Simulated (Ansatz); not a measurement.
Set up this calculation in Ansatz 0.2.0, as the native input.

- Task: relaxation of cell and atoms
- Functional: BLYP
- Dispersion: D4
- Potentials or basis: Ansatz PAW
- Cutoff: 420 eV (not typed: the program's choice for these potentials)
- k mesh: 9 × 9 × 9
- Occupations: fermi-dirac, width 0.05 eV
- Spin: no spin polarisation

GeW:

```
Ge W
1.0
     0.00000    2.57761    2.57761
     2.57761    0.00000    2.57761
     2.57761    2.57761    0.00000
Ge W
1 1
Direct
  0.50000 0.50000 0.50000
  0.00000 0.00000 0.00000
```

The cell was built by a generator and needn't be a form met in nature.

One way to write it, as run:

input.yaml

```yaml
crystal:
  lattice:
    - [0.0, 2.57761, 2.57761]
    - [2.57761, 0.0, 2.57761]
    - [2.57761, 2.57761, 0.0]
  atoms:
    - { symbol: Ge, position: [0.5, 0.5, 0.5] }
    - { symbol: W, position: [0.0, 0.0, 0.0] }
hamiltonian:
  xc: blyp
  pseudopotentials: { kind: paw }
  dispersion: d4
kpoints:
  mp_grid: { grid: [9, 9, 9] }
scf:
  occupations: { method: fermi_dirac, width: 0.05 }
output:
  forces: true
  stress: true
  eigenvalues: true
relax:
  f_tol: 0.01
  max_steps: 40
  cell: { stress_tol: 0.05 }
```

Potentials or basis: Ansatz PAW.

The run is started by

```console
$ ansatz run input.yaml --threads 2 --pin off --max-ram 5632MiB --backend cpu --events-out ev --progress --plain --runs-dir out
```

Results of the run:

The relaxed volume is 17.07 Å³/atom, the relaxed cell is a = 3.641 Å, b = 3.641 Å, c = 3.641 Å, α = 60.00°, β = 60.00°, γ = 60.00° and the space group after relaxing (to 0.05 Å) is Fm-3m (No. 225). The energy gained by relaxing is 0.1 meV/atom. The ionic steps are 4. The pressure after relaxing is 0.0 GPa and the band gap on the k mesh is none (metal or under the smearing width).

Caveat: the plane-wave basis is chosen anew once the cell has moved, so the energies of steps on either side of that aren't comparable; pairwise dispersion overbinds metals, which lowers pressure and volume; the PAW data sets come from PBE, with cores solved anew for the run's functional, which leaves a small shift of forces and pressure.

Wall time 3.8 s on 2 threads of Arm Neoverse V1 (shared host), peak memory 0.32 GiB.
